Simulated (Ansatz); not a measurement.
# Nickel, beta-Sn type under LDA: from relaxation to bulk modulus

Aim: take nickel in the beta-Sn type structure, relax it, solve it on a dense k-mesh, switch on spin-orbit coupling, then scale the cell to 7 volumes from 88 to 112 % of the relaxed one and try a fit of the equation of state. The start is ferromagnetic. The k-meshes are 15×15×10 for the relaxation; 25×25×24 for the dense run; 15×15×15 for spin-orbit coupling; 17×17×17 for the volumes.

Method: DFT LDA (PW92), plane waves (420 eV) with PAW, scalar-relativistic; PAW files made under PBE, frozen cores solved again for the functional, in Ansatz 0.2.0.

## (1) The system as given

Symmetry: I4_1/amd, No. 141, tetragonal system. Conventional cell: a = 4.382 Å, b = 4.382 Å, c = 2.393 Å, α = 90.00°, β = 90.00°, γ = 90.00°. Around Ni (site symmetry -4m2) lie 6 Ni at 2.27 to 2.39 Å.

As a file:

```cif
data_structure
_symmetry_space_group_name_H-M 'P 1'
_symmetry_Int_Tables_number 1
_cell_length_a 3.3216
_cell_length_b 3.3216
_cell_length_c 3.3216
_cell_angle_alpha 97.454
_cell_angle_beta 97.454
_cell_angle_gamma 137.779
_cell_volume 22.97
loop_
_atom_site_label
_atom_site_type_symbol
_atom_site_fract_x
_atom_site_fract_y
_atom_site_fract_z
_atom_site_occupancy
Ni1 Ni 0.00000 0.00000 0.00000 1
Ni2 Ni 0.75000 0.25000 0.50000 1
```

The atoms start with moments of +0.8 ×2 μB.

## (2) Geometry optimisation

input.yaml

```yaml
crystal:
  lattice:
    - [-2.1910720922, 2.1910720922, 1.1963253623]
    - [2.1910720922, -2.1910720922, 1.1963253623]
    - [2.1910720922, 2.1910720922, -1.1963253623]
  atoms:
    - { symbol: Ni, position: [0.0, 0.0, 0.0], spin: 0.8 }
    - { symbol: Ni, position: [0.75, 0.25, 0.5], spin: 0.8 }
hamiltonian:
  xc: lda
  pseudopotentials:
    kind: paw
    azcp:
      Ni: "pseudopotentials/Ni.paw.azcp"
basis:
  ecutwfc: 420
  fft_grid_basis: typed
kpoints:
  mp_grid: { grid: [15, 15, 10], shift: [0, 0, 0] }
magnetization:
  spin_polarized: true
scf:
  occupations: { method: fermi_dirac, width: 0.05 }
relax:
  max_steps: 60
  f_tol: 0.01
  cell: {}
output:
  write_density: true
  write_potential: true
  elf: true
  volumetric_format: npy
```

The runs that follow: Dense single point; Spin-orbit coupling switched on; Equation of state: 88 %; Equation of state: 92 %; Equation of state: 96 %; Equation of state: 100 %; Equation of state: 104 %; Equation of state: 108 %; Equation of state: 112 %.

Before running it: what results should come out? Wanted: space group; conventional cell; volume; shortest distance; gap on the mesh; magnetic state; relative to fcc, ferromagnetic; magnetic state with spin-orbit coupling; V₀, B₀, B₀′.

**Answer**, as computed:

| quantity | value |
| --- | --- |
| space group (spins left aside) | Fddd (No. 70) |
| conventional cell | a = 2.380 Å, b = 4.219 Å, c = 8.105 Å |
| volume | 10.176 Å³/atom |
| shortest distance | 2.361 Å |
| gap on the mesh | none (levels filled in part) |
| magnetic state | ferromagnetic, up to 0.60 μB per atom |
| relative to fcc, ferromagnetic | +92 meV/atom |
| magnetic state with spin-orbit coupling | ferromagnetic, up to 0.60 μB per atom |
| V₀, B₀, B₀′ | 10.166 Å³/atom, 246 GPa, 4.8 |

The relaxation shrank the cell by 11.4 % in volume. What began as beta-Sn type has relaxed into Fddd. What follows belongs to that structure, not to the type named at the start. The mesh has less symmetry than the lattice, which may have let the distortion in. Against the reference form of nickel (fcc, ferromagnetic, computed apart with the same settings) it stands 92 meV/atom higher. It ends ferromagnetic, with up to 0.60 μB per atom. Levels at the Fermi energy are filled in part, as in a metal. The spin-orbit run (on a coarser mesh) has the same spin moments. Totals with and without spin-orbit coupling (-0.30 eV/atom apart) can't be read as binding, since the two-component data shift the zero of energy. The fitted modulus is 246 GPa; letting shape and positions relax at each volume could only lower it.
